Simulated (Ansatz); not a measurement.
# F2H2HfSe2: the cost of one run

The runs use Ansatz 0.2.0, Gaussian basis; functionals in def2-TZVPP, the program's frozen cores in correlated methods.

Plan: PBE-D4, r2SCAN-D4, PBE0-D4, B3LYP-D4, ωB97X-V, ωB97M-V, B2PLYP; CCSD(T)/def2-TZVPP; MP2/def2-QZVPP; extrapolation to the limit.

**1. The relaxed structure**

The geometry comes from an earlier relaxation with PBE0-D4 in a triple-zeta def2 set; it is a stationary point, not always the lowest conformer. Hf takes the def2 core potential; no spin-orbit term is included.

SMILES `[F][Hf]([F])([SeH])[SeH]`, 7 atoms, charge 0, spin multiplicity 1.

Atoms are counted from 1 here; the program's logs count them from 0.

Bond lengths: F1–Hf2 1.889 Å, Hf2–F3 1.891 Å, Hf2–Se4 2.563 Å, Hf2–Se5 2.571 Å, Se4–H6 1.475 Å, Se5–H7 1.475 Å. Angles: F1–Hf2–F3 110.6°, F1–Hf2–Se4 108.5°, F1–Hf2–Se5 110.8°, F3–Hf2–Se4 112.0°, F3–Hf2–Se5 108.6°, Se4–Hf2–Se5 106.2°, Hf2–Se4–H6 87.0°, Hf2–Se5–H7 89.1°.

**2. PBE-D4 (GGA)**

File in.yaml:

```yaml
crystal:
  periodic: [false, false, false]
  atoms:
    - {symbol: F, position_ang: [-1.850380, -0.278317, -1.443501]}
    - {symbol: Hf, position_ang: [-0.276353, -0.203726, -0.401038]}
    - {symbol: F, position_ang: [1.251373, -0.480692, -1.480027]}
    - {symbol: Se, position_ang: [-0.458272, -1.943984, 1.471319]}
    - {symbol: Se, position_ang: [-0.056599, 2.078920, 0.762175]}
    - {symbol: H, position_ang: [1.005936, -1.835560, 1.609323]}
    - {symbol: H, position_ang: [0.384305, 2.663360, -0.518241]}
basis:
  gaussian: {orbitals: def2-TZVPP}
hamiltonian: {xc: pbe, dispersion: d4}
output: {forces: true, orbitals: {seedname: orbitals}}
```

Run with:

```console
$ ansatz run in.yaml --threads 2 --pin off --events-out ev --progress --plain --max-ram 32768MiB --backend cpu
```

Q: Estimate wall time and peak memory on 2 threads of AMD EPYC 7R13, shared host.

About 6 s, with a peak of 0.38 GiB.
